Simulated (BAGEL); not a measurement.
# triplet BSiH5OF−, step by step

Wanted: a series of 9 runs (UHF/cc-pVDZ, HF/cc-pV(D+d)Z, UHF/cc-pV(D+d)Z, HF/cc-pVTZ, UHF/cc-pVTZ, HF/cc-pV(T+d)Z, UHF/cc-pV(T+d)Z, HF/cc-pVQZ, and more) of BFH5OSi. 

The results are computed with BAGEL 1.2.2.

1 further run of the same task is left out (set aside as unsound or not needed).

**1. The structure to begin with**

BSiH5OF−: 9 atoms, total charge -1, spin state triplet. SMILES of the parent species: `[BH3-]O[SiH2]F`. The shape is that of a GFN2-xTB optimisation. This is one conformer, not always the lowest. That shape belongs to the parent species and isn't relaxed for this state.

Bond lengths: B1–O2 1.514 Å, O2–Si3 1.549 Å, Si3–F4 1.638 Å, B1–H5 1.216 Å, B1–H6 1.216 Å, B1–H7 1.210 Å, Si3–H8 1.475 Å, Si3–H9 1.475 Å. Some angles: B1–O2–Si3 136.4°, O2–Si3–F4 107.1°, O2–B1–H5 108.7°, O2–B1–H6 108.7°, O2–B1–H7 107.4°, O2–Si3–H8 117.9°, O2–Si3–H9 118.0°, F4–Si3–H8 101.4°, F4–Si3–H9 101.4°, H5–B1–H6 110.0°.

**2. The energy at UHF/cc-pVDZ (density fitting with tzvpp-jkfit, property spin gap) (run 1)**

Contents of job.json:

```json
{ "bagel" : [

{
  "title" : "molecule",
  "basis" : "cc-pvdz.json",
  "df_basis" : "tzvpp-jkfit",
  "angstrom" : "true",
  "geometry" : [
    { "atom" : "B", "xyz" : [   -0.028690,    1.514500,    0.075650 ] },
    { "atom" : "O", "xyz" : [    0.223760,    0.093710,    0.533340 ] },
    { "atom" : "Si", "xyz" : [    0.029340,   -1.325670,   -0.055510 ] },
    { "atom" : "F", "xyz" : [    0.558330,   -2.390950,    1.070290 ] },
    { "atom" : "H", "xyz" : [    0.625760,    1.722510,   -0.928060 ] },
    { "atom" : "H", "xyz" : [   -1.213580,    1.641750,   -0.167250 ] },
    { "atom" : "H", "xyz" : [    0.311120,    2.249690,    0.975040 ] },
    { "atom" : "H", "xyz" : [   -1.349480,   -1.798070,   -0.279380 ] },
    { "atom" : "H", "xyz" : [    0.843440,   -1.707460,   -1.224130 ] }
  ]
},
{
  "title" : "uhf",
  "charge" : -1,
  "nopen" : 2
},
{
  "title" : "print",
  "file" : "orbitals.molden",
  "orbitals" : "true"
}

]}
```

The basis set cc-pVDZ is read from a file made from the Basis Set Exchange's data (not shown).

Started as:

```console
$ BAGEL_NUM_THREADS=1 BAGEL job.json > job.out
```

The program printed:

```text
* using 1 threads per process

  ===============================================================
  ===============================================================

  *** Geometry ***

  { "atom" : "B", "xyz" : [     -0.054216,      2.861990,      0.142958 ] },
  { "atom" : "O", "xyz" : [      0.422845,      0.177086,      1.007867 ] },
  { "atom" : "Si", "xyz" : [      0.055445,     -2.505153,     -0.104899 ] },
  { "atom" : "F", "xyz" : [      1.055091,     -4.518241,      2.022555 ] },
  { "atom" : "H", "xyz" : [      1.182515,      3.255072,     -1.753779 ] },
  { "atom" : "H", "xyz" : [     -2.293334,      3.102458,     -0.316057 ] },
  { "atom" : "H", "xyz" : [      0.587932,      4.251298,      1.842559 ] },
  { "atom" : "H", "xyz" : [     -2.550148,     -3.397860,     -0.527952 ] },
  { "atom" : "H", "xyz" : [      1.593871,     -3.226632,     -2.313270 ] },

  Number of auxiliary basis functions:      447

  Since a DF basis is specified, we compute 2- and 3-index integrals:
    o Being stored without compression. Storage requirement is 0.026 GB

  Number of basis functions:       85
  Number of electrons      :       41

    * METHOD: MOLECULE                             0.62

  *** Open-shell HF ***

  === Nuclear Repulsion ===
   169.2046546263

      * DIIS with orbital gradients will be used.

  === UHF iteration (cc-pvdz.json) ===
      0       -490.30122267          0.03621934           0.24
      1       -490.45208636          0.03375968           0.25
      2       -490.52936862          0.02466495           0.28
      3       -490.66415284          0.00305285           0.28
      4       -490.67055549          0.00198092           0.22
      5       -490.67523993          0.00183226           0.23
      6       -490.67888169          0.00184510           0.26
      7       -490.67904577          0.00184585           0.28
      8       -490.66567045          0.00166501           0.27
      9       -490.66258040          0.00141478           0.26
     10       -490.65207459          0.00305462           0.21
     11       -490.65568834          0.00261578           0.22
     12       -490.65763767          0.00231221           0.19
     13       -490.66578710          0.00206218           0.21
     14       -490.65845619          0.00169770           0.20
     15       -490.65627402          0.00148232           0.22
[... 76 lines of this table left out ...]
     92       -490.70372555          0.00000194           0.27
     93       -490.70372559          0.00000151           0.27
     94       -490.70372560          0.00000117           0.26
     95       -490.70372560          0.00000099           0.26
     96       -490.70372561          0.00000083           0.25
     97       -490.70372561          0.00000063           0.30
     98       -490.70372561          0.00000055           0.31
     99       -490.70372562          0.00000048           0.24
    * Max iteration reached in SCF.

    * S^2 (UHF) is 2.0190

    * Permanent dipole moment:
           (   -0.338414,     0.522315,    -0.733174) a.u.

    * METHOD: UHF                                 25.25

    * METHOD: PRINT                                0.02

  ===============================================================
```

Run time: 26 s. Hardware: 1 thread of Intel Xeon at 2.50GHz (Skylake/Cascade Lake), shared host; peak memory 0.11 GiB.

The run stopped without converging.

**3. The singlet: the energy at HF/cc-pV(D+d)Z (density fitting with tzvpp-jkfit, property spin gap) (run 2)**

Contents of input.json:

```json
{ "bagel": [

{
  "title": "molecule",
  "basis": "cc-pv_d+d_z.json",
  "df_basis": "tzvpp-jkfit",
  "angstrom": true,
  "geometry": [
    { "atom": "B", "xyz": [   -0.028690,    1.514500,    0.075650 ] },
    { "atom": "O", "xyz": [    0.223760,    0.093710,    0.533340 ] },
    { "atom": "Si", "xyz": [    0.029340,   -1.325670,   -0.055510 ] },
    { "atom": "F", "xyz": [    0.558330,   -2.390950,    1.070290 ] },
    { "atom": "H", "xyz": [    0.625760,    1.722510,   -0.928060 ] },
    { "atom": "H", "xyz": [   -1.213580,    1.641750,   -0.167250 ] },
    { "atom": "H", "xyz": [    0.311120,    2.249690,    0.975040 ] },
    { "atom": "H", "xyz": [   -1.349480,   -1.798070,   -0.279380 ] },
    { "atom": "H", "xyz": [    0.843440,   -1.707460,   -1.224130 ] }
  ]
},
{
  "title": "hf",
  "charge": -1
},
{
  "title": "print",
  "file": "orbitals.molden",
  "orbitals": true
}

]}
```

The basis set cc-pV(D+d)Z is read from a file made from the Basis Set Exchange's data (not shown).

Started as:

```console
$ BAGEL_NUM_THREADS=1 BAGEL input.json > input.out
```

The program printed:

```text
* using 1 threads per process

  ===============================================================
  ===============================================================

  *** Geometry ***

  { "atom" : "B", "xyz" : [     -0.054216,      2.861990,      0.142958 ] },
  { "atom" : "O", "xyz" : [      0.422845,      0.177086,      1.007867 ] },
  { "atom" : "Si", "xyz" : [      0.055445,     -2.505153,     -0.104899 ] },
  { "atom" : "F", "xyz" : [      1.055091,     -4.518241,      2.022555 ] },
  { "atom" : "H", "xyz" : [      1.182515,      3.255072,     -1.753779 ] },
  { "atom" : "H", "xyz" : [     -2.293334,      3.102458,     -0.316057 ] },
  { "atom" : "H", "xyz" : [      0.587932,      4.251298,      1.842559 ] },
  { "atom" : "H", "xyz" : [     -2.550148,     -3.397860,     -0.527952 ] },
  { "atom" : "H", "xyz" : [      1.593871,     -3.226632,     -2.313270 ] },

  Number of auxiliary basis functions:      447

  Since a DF basis is specified, we compute 2- and 3-index integrals:
    o Being stored without compression. Storage requirement is 0.029 GB

  Number of basis functions:       90
  Number of electrons      :       41

    * METHOD: MOLECULE                             0.58

  *** RHF ***

  === Nuclear Repulsion ===
   169.2046546263

      * DIIS with orbital gradients will be used.

  === RHF iteration (cc-pv_d+d_z.json) ===
      0       -490.65152311          0.01817719           0.16
      1       -490.83725011          0.01340080           0.16
      2       -490.96948942          0.00135998           0.14
      3       -490.97114305          0.00052336           0.12
      4       -490.97137119          0.00012915           0.12
      5       -490.97138730          0.00002470           0.12
      6       -490.97138796          0.00000732           0.15
      7       -490.97138804          0.00000164           0.11
      8       -490.97138805          0.00000048           0.11
      9       -490.97138805          0.00000013           0.12
     10       -490.97138805          0.00000005           0.14
     11       -490.97138805          0.00000002           0.15
     12       -490.97138805          0.00000001           0.12
    * SCF iteration converged.

    * Permanent dipole moment:
           (   -0.009943,     2.402953,     0.201994) a.u.

    * METHOD: HF                                   2.14

    * METHOD: PRINT                                0.02

  ===============================================================
```

Wall time 3.3 s (1 thread of Intel Xeon at 2.50GHz (Skylake/Cascade Lake), shared host); peak memory 0.11 GiB.

Runs 3 to 5 aren't shown in full; the table further down has their settings and results.

**4. The singlet: a single-point energy at HF/cc-pV(T+d)Z (density fitting with tzvpp-jkfit, property spin gap) (run 6)**

Contents of input.json:

```json
{ "bagel" : [

{
  "title" : "molecule",
  "basis" : "cc-pv_t+d_z.json",
  "df_basis" : "tzvpp-jkfit",
  "angstrom" : true,
  "geometry" : [
    { "atom" : "B", "xyz" : [   -0.028690,    1.514500,    0.075650 ] },
    { "atom" : "O", "xyz" : [    0.223760,    0.093710,    0.533340 ] },
    { "atom" : "Si", "xyz" : [    0.029340,   -1.325670,   -0.055510 ] },
    { "atom" : "F", "xyz" : [    0.558330,   -2.390950,    1.070290 ] },
    { "atom" : "H", "xyz" : [    0.625760,    1.722510,   -0.928060 ] },
    { "atom" : "H", "xyz" : [   -1.213580,    1.641750,   -0.167250 ] },
    { "atom" : "H", "xyz" : [    0.311120,    2.249690,    0.975040 ] },
    { "atom" : "H", "xyz" : [   -1.349480,   -1.798070,   -0.279380 ] },
    { "atom" : "H", "xyz" : [    0.843440,   -1.707460,   -1.224130 ] }
  ]
},
{ "title" : "hf", "charge" : -1 },
{ "title" : "print", "file" : "orbitals.molden", "orbitals" : true }

]}
```

The basis set cc-pV(T+d)Z is read from a file made from the Basis Set Exchange's data (not shown).

Started as:

```console
$ BAGEL_NUM_THREADS=1 BAGEL input.json > input.out
```

The program printed:

```text
* using 1 threads per process

  ===============================================================
  ===============================================================

  *** Geometry ***

  { "atom" : "B", "xyz" : [     -0.054216,      2.861990,      0.142958 ] },
  { "atom" : "O", "xyz" : [      0.422845,      0.177086,      1.007867 ] },
  { "atom" : "Si", "xyz" : [      0.055445,     -2.505153,     -0.104899 ] },
  { "atom" : "F", "xyz" : [      1.055091,     -4.518241,      2.022555 ] },
  { "atom" : "H", "xyz" : [      1.182515,      3.255072,     -1.753779 ] },
  { "atom" : "H", "xyz" : [     -2.293334,      3.102458,     -0.316057 ] },
  { "atom" : "H", "xyz" : [      0.587932,      4.251298,      1.842559 ] },
  { "atom" : "H", "xyz" : [     -2.550148,     -3.397860,     -0.527952 ] },
  { "atom" : "H", "xyz" : [      1.593871,     -3.226632,     -2.313270 ] },

  Number of auxiliary basis functions:      447

  Since a DF basis is specified, we compute 2- and 3-index integrals:
    o Being stored without compression. Storage requirement is 0.142 GB

  Number of basis functions:      199
  Number of electrons      :       41

    * METHOD: MOLECULE                             1.18

  *** RHF ***

  === Nuclear Repulsion ===
   169.2046546263

      * DIIS with orbital gradients will be used.

  === RHF iteration (cc-pv_t+d_z.json) ===
      0       -490.72232534          0.01482832           0.33
      1       -490.92028308          0.01058568           0.39
      2       -491.07032527          0.00120411           0.48
      3       -491.07249067          0.00038647           0.42
      4       -491.07269873          0.00010134           0.43
      5       -491.07271565          0.00002398           0.44
      6       -491.07271672          0.00000750           0.47
      7       -491.07271687          0.00000147           0.47
      8       -491.07271687          0.00000049           0.47
      9       -491.07271688          0.00000016           0.48
     10       -491.07271688          0.00000006           0.49
     11       -491.07271688          0.00000002           0.49
     12       -491.07271688          0.00000001           0.44
    * SCF iteration converged.

    * Permanent dipole moment:
           (   -0.037455,     2.448052,     0.142183) a.u.

    * METHOD: HF                                   6.70

    * METHOD: PRINT                                0.10

  ===============================================================
```

It took 8.7 s on 1 thread of Intel Xeon at 2.50GHz (Skylake/Cascade Lake), shared host; peak memory 0.27 GiB.

Runs 7 to 8 aren't shown in full; the table further down has their settings and results.

**5. The singlet: a single-point energy at HF/cc-pV(Q+d)Z (density fitting with tzvpp-jkfit, property spin gap) (run 9)**

Contents of hf.json:

```json
{ "bagel": [

{
  "title": "molecule",
  "basis": "cc-pv_q+d_z.json",
  "df_basis": "tzvpp-jkfit",
  "angstrom": true,
  "geometry": [
    { "atom": "B", "xyz": [   -0.028690,    1.514500,    0.075650 ] },
    { "atom": "O", "xyz": [    0.223760,    0.093710,    0.533340 ] },
    { "atom": "Si", "xyz": [    0.029340,   -1.325670,   -0.055510 ] },
    { "atom": "F", "xyz": [    0.558330,   -2.390950,    1.070290 ] },
    { "atom": "H", "xyz": [    0.625760,    1.722510,   -0.928060 ] },
    { "atom": "H", "xyz": [   -1.213580,    1.641750,   -0.167250 ] },
    { "atom": "H", "xyz": [    0.311120,    2.249690,    0.975040 ] },
    { "atom": "H", "xyz": [   -1.349480,   -1.798070,   -0.279380 ] },
    { "atom": "H", "xyz": [    0.843440,   -1.707460,   -1.224130 ] }
  ]
},
{
  "title": "hf",
  "charge": -1
},
{
  "title": "print",
  "file": "orbitals.molden",
  "orbitals": true
}

]}
```

The basis set cc-pV(Q+d)Z is read from a file made from the Basis Set Exchange's data (not shown).

Started as:

```console
$ BAGEL_NUM_THREADS=1 BAGEL hf.json > hf.out
```

The program printed:

```text
* using 1 threads per process

  ===============================================================
  ===============================================================

  *** Geometry ***

  { "atom" : "B", "xyz" : [     -0.054216,      2.861990,      0.142958 ] },
  { "atom" : "O", "xyz" : [      0.422845,      0.177086,      1.007867 ] },
  { "atom" : "Si", "xyz" : [      0.055445,     -2.505153,     -0.104899 ] },
  { "atom" : "F", "xyz" : [      1.055091,     -4.518241,      2.022555 ] },
  { "atom" : "H", "xyz" : [      1.182515,      3.255072,     -1.753779 ] },
  { "atom" : "H", "xyz" : [     -2.293334,      3.102458,     -0.316057 ] },
  { "atom" : "H", "xyz" : [      0.587932,      4.251298,      1.842559 ] },
  { "atom" : "H", "xyz" : [     -2.550148,     -3.397860,     -0.527952 ] },
  { "atom" : "H", "xyz" : [      1.593871,     -3.226632,     -2.313270 ] },

  Number of auxiliary basis functions:      447

  Since a DF basis is specified, we compute 2- and 3-index integrals:
    o Being stored without compression. Storage requirement is 0.514 GB

  Number of basis functions:      379
  Number of electrons      :       41

    * METHOD: MOLECULE                             3.66

  *** RHF ***

  === Nuclear Repulsion ===
   169.2046546263

      * DIIS with orbital gradients will be used.

  === RHF iteration (cc-pv_q+d_z.json) ===
      0       -490.59779233          0.01462380           1.13
      1       -490.89593311          0.01008160           1.34
      2       -491.09117193          0.00129351           1.34
      3       -491.09511769          0.00046544           1.29
      4       -491.09558683          0.00010970           1.20
      5       -491.09561884          0.00002933           1.62
      6       -491.09562160          0.00000807           1.46
      7       -491.09562186          0.00000193           1.35
      8       -491.09562188          0.00000063           1.36
      9       -491.09562188          0.00000029           1.41
     10       -491.09562188          0.00000012           1.27
     11       -491.09562188          0.00000004           1.37
     12       -491.09562188          0.00000002           1.40
     13       -491.09562188          0.00000000           1.48
    * SCF iteration converged.

    * Permanent dipole moment:
           (   -0.030697,     2.446499,     0.157596) a.u.

    * METHOD: HF                                  21.57

    * METHOD: PRINT                                0.36

  ===============================================================
```

Run time: 26 s. Hardware: 1 thread of Intel Xeon at 2.50GHz (Skylake/Cascade Lake), shared host; peak memory 0.72 GiB.

**6. Overview of the runs**

```csv
run,level,integral approximation,partner,energy (Eh),wall time
1,"UHF/cc-pVDZ (density fitting with tzvpp-jkfit, property spin gap)",tzvpp-jkfit,triplet,not converged,26 s
2,"HF/cc-pV(D+d)Z (density fitting with tzvpp-jkfit, property spin gap)",tzvpp-jkfit,base,-490.971388,3.3 s
3,"UHF/cc-pV(D+d)Z (density fitting with tzvpp-jkfit, property spin gap)",tzvpp-jkfit,triplet,not converged,28 s
4,"HF/cc-pVTZ (density fitting with tzvpp-jkfit, property spin gap)",tzvpp-jkfit,base,-491.065444,7.5 s
5,"UHF/cc-pVTZ (density fitting with tzvpp-jkfit, property spin gap)",tzvpp-jkfit,triplet,-490.825652,71 s
6,"HF/cc-pV(T+d)Z (density fitting with tzvpp-jkfit, property spin gap)",tzvpp-jkfit,base,-491.072717,8.7 s
7,"UHF/cc-pV(T+d)Z (density fitting with tzvpp-jkfit, property spin gap)",tzvpp-jkfit,triplet,not converged,90 s
8,"HF/cc-pVQZ (density fitting with qzvpp-jkfit, property spin gap)",qzvpp-jkfit,base,-491.092054,24 s
9,"HF/cc-pV(Q+d)Z (density fitting with tzvpp-jkfit, property spin gap)",tzvpp-jkfit,base,-491.095622,26 s
```

**7. Summary of results**

| quantity | value |
| --- | --- |
| singlet, run 9: total energy | -491.09562 Eh |
| singlet, run 9: HOMO energy | -5.50 eV |
| singlet, run 9: LUMO energy | 6.91 eV |
| singlet, run 9: HOMO–LUMO gap (to an unbound level, set by the basis) | 12.42 eV |
| vertical energy of the triplet above the singlet | 6.525 eV |

What this shows: At this shape the triplet lies 6.53 eV (630 kJ/mol) above the singlet. For an anion a state so high probably lies above electron detachment. Over runs 2, 4, 6, 8, 9 the HOMO–LUMO gap runs from 12.42 eV (HF/cc-pV(Q+d)Z) to 14.38 eV (HF/cc-pV(D+d)Z). The empty levels of an anion lie above zero and hang on the basis. All runs together took 4.8 min, the longest 90 s. 3 of the 9 runs did not end normally.
